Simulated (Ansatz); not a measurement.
Write a Python script for Ansatz's Python interface that makes a ladder of methods at one geometry of CH₈GeN₂, SMILES C[NH][GeH2][NH2]. Use (for the species named): revPBE, def2-SVP basis, multiplicity 1. The script varies functional: revpbe, lc_wpbe, r2scan, pbe.

Contents of `ch8gen2.xyz`:
```text
12

C    -0.52150    1.77180    0.30620
N    -0.47000    0.45460    0.81400
Ge    0.55070   -0.55660   -0.36830
N     0.76280   -2.30020    0.26740
H    -1.20280    2.41540    0.95690
H    -1.03350    1.83600   -0.71840
H     0.46190    2.29070    0.25380
H    -1.38540    0.05490    0.79630
H     2.01200    0.06480   -0.38940
H    -0.05610   -0.55190   -1.74200
H     1.22300   -2.84990   -0.41750
H    -0.26410   -2.68460    0.27520
```

`methods.py`:
```python
'''CH8GeN2 at several levels of theory.'''

from pathlib import Path

import ansatz
import numpy as np

config = {
    'basis_set': 'def2-SVP',
}

system = ansatz.Crystal.molecule_from_extxyz('ch8gen2.xyz')

setup = system.calculation().basis(gaussian=config['basis_set'])

print('functional    E (Ha)        dipole (D)   HOMO (eV)  LUMO (eV)')
for name in ['revpbe', 'lc_wpbe', 'r2scan', 'pbe']:
    data = setup.functional(name).forces().orbitals().run(threads=1, backend='cpu', runs_dir='runs').report
    lines = Path(data['orbitals_path']).read_text().splitlines()
    field_of = lambda key: [line.split('=')[1].strip() for line in lines if line.startswith(key)]
    orbitals = [(27.211386 * float(e), s, float(n)) for e, s, n in zip(field_of('Ene='), field_of('Spin='), field_of('Occup='))]
    homo = max(e for e, _, n in orbitals if n > 0.5)
    lumo = min(e for e, _, n in orbitals if n < 0.5)
    dipole = 4.803205 * np.linalg.norm(data['charge_distribution']['dipole_moment_e_ang'])
    print(f'{name:10s} {data["free_energy_ev"] / 27.211386246:14.6f} {dipole:9.3f} {homo:11.3f} {lumo:10.3f}')
```

Output of `python methods.py`:
```text
functional    E (Ha)        dipole (D)   HOMO (eV)  LUMO (eV)
revpbe       -2228.825515     2.310      -5.239      0.166
lc_wpbe      -2228.679834     2.654      -9.478      3.264
r2scan       -2228.938659     2.438      -5.589      0.555
pbe          -2228.520193     2.328      -5.260      0.063
```

Reading the output:
- These settings explore the input space; basis and method may be short of convergence.
- The geometry is a force-field or estimated start, not a minimum of this method, and the basis set is short of its limit. A lower total doesn't mark the better method: functionals have no common bound, and MP2 and coupled cluster aren't variational.
- Levels such as HOMO and LUMO are orbital energies: with these approximate functionals they aren't the ionisation energy and electron affinity, and their gap isn't the fundamental gap.
- Hardware and time: 23 s on 1 thread of Arm Neoverse V1 (shared host), peak memory 0.27 GiB.
